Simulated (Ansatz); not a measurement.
# ZnCo3 (distorted cell): a single point

Program: Ansatz 0.2.0, Python API.

The script reads `znco3.cif`:
```cif
data_ZnCo3
_cell_length_a 4.022914
_cell_length_b 4.022914
_cell_length_c 4.022914
_cell_angle_alpha 60.00000
_cell_angle_beta 60.00000
_cell_angle_gamma 60.00000
_symmetry_space_group_name_H-M 'P 1'
_symmetry_Int_Tables_number 1
loop_
_symmetry_equiv_pos_as_xyz
'x, y, z'
loop_
_atom_site_label
_atom_site_type_symbol
_atom_site_fract_x
_atom_site_fract_y
_atom_site_fract_z
Zn1 Zn    0.000790    0.003660    0.990100
Co2 Co    0.248340    0.256640    0.251590
Co3 Co    0.757040    0.750210    0.745750
Co4 Co    0.510510    0.505730    0.501030
```

Run as a notebook:

In [1]:
```python
from collections import defaultdict
from pathlib import Path
import json

import ansatz as az
from ase.io import read
import numpy as np
```

In [2]:
```python
atoms = read("znco3.cif")
system = az.Crystal.from_ase(atoms).moments(Co=2.5)
```

In [3]:
```python
system.resolved().tree()["lattice"]
```
Out [3]:
```text
((4.022914, 0.0, 0.0), (2.0114570000000005, 3.483945721240071, 0.0),
 (2.0114570000000005, 1.1613152404133573, 3.284695526366282))
```

In [4]:
```python
# functional, basis and sampling
job = system.calculation()
job = job.functional("r2scan").basis(24 * az.Ha)
job = job.kpoints(4)
job = job.occupations("Fermi-Dirac", width=0.05)
job = job.spin("collinear")
job = job.compute(density_of_states={"energy_step": 0.05, "method": "smearing", "broadening_width": 0.2, "projected": True}, density=True, potential=True, electron_localization_function=True, output_files={"volumetric_format": "npy"})
done = job.run(threads=1, backend="cpu")
r = done.report

r["kweights"]
```
Out [4]:
```text
[0.015625, 0.03125, 0.015625, 0.03125, 0.03125, 0.03125, 0.03125, 0.015625, 0.03125, 0.015625,
 0.03125, 0.03125, 0.03125, 0.03125, 0.03125, 0.03125, 0.03125, 0.03125, 0.03125, 0.03125, 0.03125,
 0.03125, 0.03125, 0.03125, 0.03125, 0.03125, 0.015625, 0.03125, 0.015625, 0.03125, 0.03125,
 0.03125, 0.03125, 0.015625, 0.03125, 0.015625]
```

In [5]:
```python
type(done).__name__, type(r).__name__
```
Out [5]:
```text
('RunOutcome', 'dict')
```

In [6]:
```python
n_atoms = len(r["lattice"]["sites"])
print("F =", round(r["free_energy_ev"], 4), "eV for", n_atoms, "atoms")
print("E(sigma -> 0) =", round(r["energy_sigma0_ev"], 4), "eV, TS =", round(r["entropy_ts_ev"], 5), "eV")
print("closed by", r["closed_by"], "after", r["n_iterations"], "iterations")
```
```text
F = -18720.2235 eV for 4 atoms
E(sigma -> 0) = -18720.215 eV, TS = 0.01708 eV
closed by deck_thresholds after 23 iterations
```

In [7]:
```python
dos = done.density_of_states()
energy = np.asarray(dos.energies_ev) - dos.fermi_ev
projected = done.projected_density_of_states()
by_shell = defaultdict(float)
for site in projected.sites:
    for shell in site.shells:
        for part in shell.curves:
            by_shell[f"{site.species} {'spdf'[shell.l]}"] += np.sum(part.g_bin_mean_per_ev, axis=0)
print("E - E_F  " + " ".join(f"{name:>7s}" for name in by_shell))
for e in np.arange(-6, 6 + 0.1, 1.0):
    print(f"{e:7.1f}  " + " ".join(f"{np.interp(e, energy, curve):7.3f}" for curve in by_shell.values()))
```
```text
E - E_F     Zn s    Zn d    Co s    Co p    Co d
   -6.0    0.128   0.025   0.323   0.003   0.425
   -5.0    0.040   0.156   0.321   0.003   2.192
   -4.0    0.113   0.157   0.955   0.009   2.486
   -3.0    0.068   0.111   0.249   0.004   6.881
   -2.0    0.116   0.124   0.178   0.004   7.435
   -1.0    0.036   0.042   0.329   0.002   3.336
    0.0    0.068   0.017   0.161   0.001   2.263
    1.0    0.036   0.004   0.081   0.000   1.704
    2.0    0.018   0.006   0.197   0.000   0.558
    3.0    0.010   0.001   0.015   0.000   0.042
    4.0    0.002   0.000   0.004   0.000   0.100
    5.0    0.276   0.011   0.887   0.000   0.199
    6.0    0.264   0.007   0.800   0.000   0.287
```

In [8]:
```python
keep = ["free_energy_ev", "energy_sigma0_ev", "fermi_energy_ev", "n_iterations", "converged", "magnetization_mub", "n_kpoints"]
with open("znco3.json", "w") as handle:
    json.dump({key: r[key] for key in keep}, handle, indent=1)
```

In [9]:
```python
print("site moments (muB):", [round(m, 2) for m in r["site_moments_mub"]])
print("electrons up, down:", [round(n, 3) for n in r["spin_occupation_sums"]])
```
```text
site moments (muB): [-0.06, 1.55, 1.55, 2.12]
electrons up, down: [33.874, 29.126]
```

In [10]:
```python
folder = Path(done.write_results("fields"))
print("densities in e/A^3, potentials in eV, ELF without unit")
for name in sorted(p.name for p in folder.glob("*.npy")):
    field = np.load(folder / name)
    print(f"{name:16s} {str(field.shape):16s} min {field.min():10.4f}  mean {field.mean():10.4f}  max {field.max():10.4f}")
```
```text
densities in e/A^3, potentials in eV, ELF without unit
elf.npy          (36, 36, 36)     min     0.0000  mean     0.2676  max     0.9871
elf_dn.npy       (36, 36, 36)     min     0.0000  mean     0.2991  max     0.9872
elf_up.npy       (36, 36, 36)     min     0.0000  mean     0.2375  max     0.9871
rho.npy          (36, 36, 36)     min     0.2115  mean     1.3685  max    56.9867
rho_spin.npy     (36, 36, 36)     min    -0.0782  mean     0.1031  max     9.2739
v_es.npy         (36, 36, 36)     min   -55.7089  mean     7.0538  max    18.6086
v_tot_dn.npy     (36, 36, 36)     min   -98.1372  mean    -6.8858  max     7.0911
v_tot_up.npy     (36, 36, 36)     min  -100.4930  mean    -6.5631  max     9.2710
```

It writes `znco3.json`:
```json
{
 "free_energy_ev": -18720.223531631065,
 "energy_sigma0_ev": -18720.214991178524,
 "fermi_energy_ev": 17.101529893533243,
 "n_iterations": 23,
 "converged": true,
 "magnetization_mub": 4.748227690456936,
 "n_kpoints": 36
}
```

Caveats:
- Total energies depend on the potentials; only differences at equal settings carry meaning. A total without «per atom» is that of the cell as typed.
- Other magnetic orders than the one started from may lie lower.
- For a metal this mesh is far too coarse, so the numbers only illustrate the procedure.
- Projections exist only for the shells that the potentials hold, some of them semicore, and samples at single energies can miss narrow peaks.
- r2SCAN tends to overestimate the moments of itinerant magnets.
- The fields are valence quantities on the plane-wave grid; their values near the nuclei depend on the potentials.
- The cell is a database structure, distorted on purpose.
- The computed bands are complete only to about 8.6 eV above the Fermi level; beyond that the density of states is undercounted.
- Finished in 40 s on 1 thread of AMD EPYC 9R05 (Zen 5), on a shared host, peak memory 0.73 GiB.

(Lines on the test bed's own set-up are left out of the output.)
